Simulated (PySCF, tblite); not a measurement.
# C₃H₉F₃SeSi₂: geometry, infrared bands and NMR shifts

Wanted: the infrared bands and NMR shifts of C₃H₉F₃SeSi₂ (`F[SiH2][Se]CC(F)(F)C[SiH3]`), by calculation.

The runs use tblite 0.8.0 and PySCF 2.14.0, with density-fitted response routines of our own; the level of theory stands in each step. All values are computed, except where a source is named. Atoms are numbered from 0 throughout.

**1. The molecule as given**

18 atoms, charge 0, multiplicity 1; geometry from: force field or distance geometry start.

Bonds of the start (Å): F0–Si1 1.69, Si1–Se2 2.29, Se2–C3 1.94, C3–C4 1.49, C4–F5 1.39, C4–F6 1.40, C4–C7 1.49, C7–Si8 1.89, Si1–H9 1.47, Si1–H10 1.47, C3–H11 1.13, C3–H12 1.11, C7–H13 1.13, C7–H14 1.09, Si8–H15 1.48, Si8–H16 1.48, Si8–H17 1.45.

**2. Relaxing the molecule with GFN2-xTB**

What the job is given:

```
{"job": {"kind": "relax", "xc": "GFN2-xTB", "basis": "xTB"}, "charge": 0, "multiplicity": 1}
F      4.032800     1.324000    -1.371300
Si     3.942200    -0.178400    -0.610100
Se     1.766100    -0.865900    -0.807200
C      0.697800     0.580300    -0.083800
C     -0.763000     0.496000    -0.353900
F     -1.035800     0.515900    -1.712700
F     -1.344000     1.628500     0.228800
C     -1.478800    -0.671100     0.228700
Si    -3.271800    -0.450700    -0.330500
H      4.865000    -1.109700    -1.279500
H      4.326500     0.033900     0.788500
H      0.921900     0.760400     1.012900
H      1.063200     1.505800    -0.585200
H     -1.126200    -1.626700    -0.265600
H     -1.413500    -0.774400     1.311200
H     -3.944500     0.420500     0.660500
H     -3.327600     0.166600    -1.674000
H     -3.919200    -1.748800    -0.433200
```

On the command line:

```sh
> OMP_NUM_THREADS=1 python probes_run.py task.json out
```

The driver reads the jobs from task.json and runs them one after another.

**Question.** This job is followed by: GFN2-xTB harmonic vibrations, gas phase; GIAO PBE0/pcSseg-1 NMR shielding, non-relativistic, gas phase. What will the session give for the following? strongest single infrared mode (GFN2-xTB); zero-point energy (GFN2-xTB); ¹³C shifts against TMS (PBE0/pcSseg-1); ¹H shifts against TMS (PBE0/pcSseg-1, means over atoms taken as alike); ¹⁹F shifts against CFCl3 (PBE0/pcSseg-1, means over atoms taken as alike); ²⁹Si shifts against TMS (PBE0/pcSseg-1); ⁷⁷Se shifts against Me2Se (PBE0/pcSseg-1); surface potential, 1st and 99th percentile.

**Answer**, as computed:

```
                                                                 quantity                       value
                                strongest single infrared mode (GFN2-xTB)        727 cm⁻¹, 459 km/mol
                                             zero-point energy (GFN2-xTB)               68.5 kcal/mol
                                   ¹³C shifts against TMS (PBE0/pcSseg-1)       129.7, 36.7, 21.8 ppm
   ¹H shifts against TMS (PBE0/pcSseg-1, means over atoms taken as alike)  5.92, 4.04, 3.21, 1.50 ppm
¹⁹F shifts against CFCl3 (PBE0/pcSseg-1, means over atoms taken as alike)          -106.9, -210.1 ppm
                                  ²⁹Si shifts against TMS (PBE0/pcSseg-1)             14.4, -79.9 ppm
                                ⁷⁷Se shifts against Me2Se (PBE0/pcSseg-1)                    -165 ppm
                                    surface potential, 1st and 99th percentile          -0.90 V and 1.63 V
```

What this shows: The optimisation took 125 steps and gained 0.548 eV; among the close pairs (by a distance rule), F0–Si1 changed most, from 1.687 to 1.607 Å. All 48 modes are real, so the xTB geometry is a minimum. The strongest single mode, at 727 cm⁻¹, moves mainly H9 and H10. Unscaled tight-binding wavenumbers are off by several per cent, some by more. Its intensities can rank the bands wrongly. At PBE0/pcSseg-1: The largest span, 685 ppm, is at Se2, where the paramagnetic term is -1080 ppm. By nearest atom (PBE0/pcSseg-1), the HOMO sits on Se2 81 % and the LUMO on Se2 26 %; Si1 18 %. Spin-orbit coupling is left out, which matters for shieldings and couplings at and beside the heavy atoms.
